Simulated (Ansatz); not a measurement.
# C₃H₈ClNSi: a ladder of functionals and wavefunction methods

One table from this session's results is given with a row withheld; the runs are named, their logs left out.

Computed with Ansatz 0.2.0, Gaussian basis. Level: functionals in def2-TZVPP, the program's frozen cores in correlated methods.

Plan: PBE-D4, r2SCAN-D4, PBE0-D4, B3LYP-D4, ωB97X-V, ωB97M-V, B2PLYP; CCSD(T)/def2-TZVPP; MP2/def2-QZVPP; extrapolation to the limit.

## The relaxed structure

The geometry comes from an earlier relaxation with PBE0-D4 in a triple-zeta def2 set; it is a stationary point, not always the lowest conformer.

14 atoms, charge 0, spin multiplicity 1.

Atoms are counted from 1 here; the program's logs count them from 0.

Bond lengths: C1–C2 1.325 Å, C1–H7 1.084 Å, C1–H8 1.086 Å, C2–C3 1.494 Å, C2–H9 1.088 Å, C3–N4 1.453 Å, C3–H10 1.097 Å, C3–H11 1.097 Å, N4–Si5 1.698 Å, N4–H12 1.009 Å, Si5–Cl6 2.073 Å, Si5–H13 1.479 Å, Si5–H14 1.479 Å. Angles: C2–C1–H7 121.7°, C2–C1–H8 121.3°, H7–C1–H8 117.0°, C1–C2–C3 124.1°, C1–C2–H9 120.2°, C3–C2–H9 115.6°, C2–C3–N4 111.4°, C2–C3–H10 109.6°, C2–C3–H11 109.3°, N4–C3–H10 112.2°, N4–C3–H11 107.6°, H10–C3–H11 106.6°, C3–N4–Si5 124.3°, C3–N4–H12 113.0°, Si5–N4–H12 118.6°, N4–Si5–Cl6 114.7°, N4–Si5–H13 108.2°, N4–Si5–H14 108.7° and more.

Set-up of the first run:

File in.yaml:

```yaml
crystal:
  periodic: [false, false, false]
  atoms:
    - {symbol: C, position_ang: [1.051399, -0.023765, 2.492289]}
    - {symbol: C, position_ang: [0.060739, -0.084411, 1.614617]}
    - {symbol: C, position_ang: [0.122109, 0.498525, 0.240812]}
    - {symbol: N, position_ang: [-0.120220, -0.512390, -0.774608]}
    - {symbol: Si, position_ang: [-0.932666, -0.225128, -2.237810]}
    - {symbol: Cl, position_ang: [0.118081, 0.930715, -3.600787]}
    - {symbol: H, position_ang: [0.965167, -0.460891, 3.480132]}
    - {symbol: H, position_ang: [1.986262, 0.474645, 2.253572]}
    - {symbol: H, position_ang: [-0.864306, -0.597984, 1.867194]}
    - {symbol: H, position_ang: [1.084448, 1.006391, 0.098090]}
    - {symbol: H, position_ang: [-0.654735, 1.265833, 0.136650]}
    - {symbol: H, position_ang: [0.527290, -1.284710, -0.724400]}
    - {symbol: H, position_ang: [-1.177671, -1.527395, -2.893757]}
    - {symbol: H, position_ang: [-2.165897, 0.540585, -1.951992]}
basis:
  gaussian: {orbitals: def2-TZVPP}
hamiltonian: {xc: pbe, dispersion: d4}
output: {forces: true, orbitals: {seedname: orbitals}}
```

On the command line:

```sh
> ansatz run in.yaml --threads 2 --pin off --events-out ev --progress --plain --max-ram 32768MiB --backend cuda --devices 0, --max-vram 18GiB
```

Steps of the session up to this table: PBE-D4 (GGA); r2SCAN-D4 (meta-GGA); PBE0-D4 (hybrid); B3LYP-D4 (hybrid); ωB97X-V (range-separated); ωB97M-V (range-separated); B2PLYP (double hybrid); CCSD(T) in def2-TZVPP; MP2 in def2-QZVPP.

One table of the session follows, with a row left open; its other results are not shown here.

| method | atomisation energy (eV) |
| --- | --- |
| PBE-D4 | 55.986 |
| r2SCAN-D4 | 55.001 |
| PBE0-D4 | ? |
| B3LYP-D4 | 55.034 |
| ωB97X-V | 55.169 |
| ωB97M-V | 55.206 |
| B2PLYP | 54.403 |
| HF/def2-TZVPP | 40.440 |
| MP2/def2-TZVPP | 54.256 |
| CCSD/def2-TZVPP | 52.718 |
| CCSD(T)/def2-TZVPP | 53.507 |
| MP2/CBS | 55.728 |
| CCSD(T)/CBS | 54.979 |

Estimate the missing values for PBE0-D4.

**Answer.** atomisation energy (eV): 55.187. In the column «atomisation energy (eV)» it lies between ωB97X-V (55.169) and ωB97M-V (55.206).

Limits of these values: Free atoms (3 C, 1 N, 1 Si, 1 Cl, 8 H) were run apart at each level; the atomisation energy is their sum less the molecule, without zero-point or spin-orbit terms.
